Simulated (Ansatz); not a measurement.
# CH5AlGeO: the cost of one run

Program: Ansatz 0.2.0. Level of theory: RKS LDA/def2-SVP. These are calculated values, not measurements.

## (1) The system as given

Bond lengths: O1–C2 1.160 Å, C2–Ge3 1.903 Å, Ge3–Al4 2.377 Å, C2–H5 1.100 Å, Ge3–H6 1.561 Å, Ge3–H7 1.611 Å, Al4–H8 1.589 Å, Al4–H9 1.676 Å. Angles: O1–C2–Ge3 120.0°, O1–C2–H5 118.7°, Ge3–C2–H5 121.3°, C2–Ge3–Al4 111.1°, C2–Ge3–H6 110.4°, C2–Ge3–H7 108.8°, Al4–Ge3–H6 111.0°, Al4–Ge3–H7 107.6°, H6–Ge3–H7 107.7°, Ge3–Al4–H8 121.5°, Ge3–Al4–H9 120.0°, H8–Al4–H9 118.4°.

Structure file:

```xyz
9

O    -0.7590    0.5385   -2.1748
C     0.2907    0.3597   -1.7141
Ge    0.5545    0.5672    0.1593
Al   -0.8032   -0.9500    1.3863
H     1.1112    0.0442   -2.3751
H     0.2764    2.0417    0.5888
H     2.0919    0.2373    0.5077
H    -0.7315   -2.5177    1.1362
H    -1.9426   -0.3671    2.4685
```

## (2) Relaxing end A

Input file input.yaml:

```yaml
crystal:
  periodic: [false, false, false]
  atoms:
    - { symbol: O, position_ang: [-0.759, 0.5385, -2.1748] }
    - { symbol: C, position_ang: [0.2907, 0.3597, -1.7141] }
    - { symbol: Ge, position_ang: [0.5545, 0.5672, 0.1593] }
    - { symbol: Al, position_ang: [-0.8032, -0.95, 1.3863] }
    - { symbol: H, position_ang: [1.1112, 0.0442, -2.3751] }
    - { symbol: H, position_ang: [0.2764, 2.0417, 0.5888] }
    - { symbol: H, position_ang: [2.0919, 0.2373, 0.5077] }
    - { symbol: H, position_ang: [-0.7315, -2.5177, 1.1362] }
    - { symbol: H, position_ang: [-1.9426, -0.3671, 2.4685] }
basis:
  gaussian: { orbitals: def2-SVP }
hamiltonian:
  xc: lda
relax:
  f_tol: 0.02
  max_steps: 50
output:
  orbitals: {}
```

Command:

```bash
$ ansatz run input.yaml --threads 2 --pin off --max-ram 3072MiB --backend cpu --events-out ev --progress --plain --runs-dir out
```

What time and memory should one allow on 2 threads of Intel Xeon Platinum 8488C (Sapphire Rapids), shared host?

About 16 s, with a peak of 0.17 GiB.
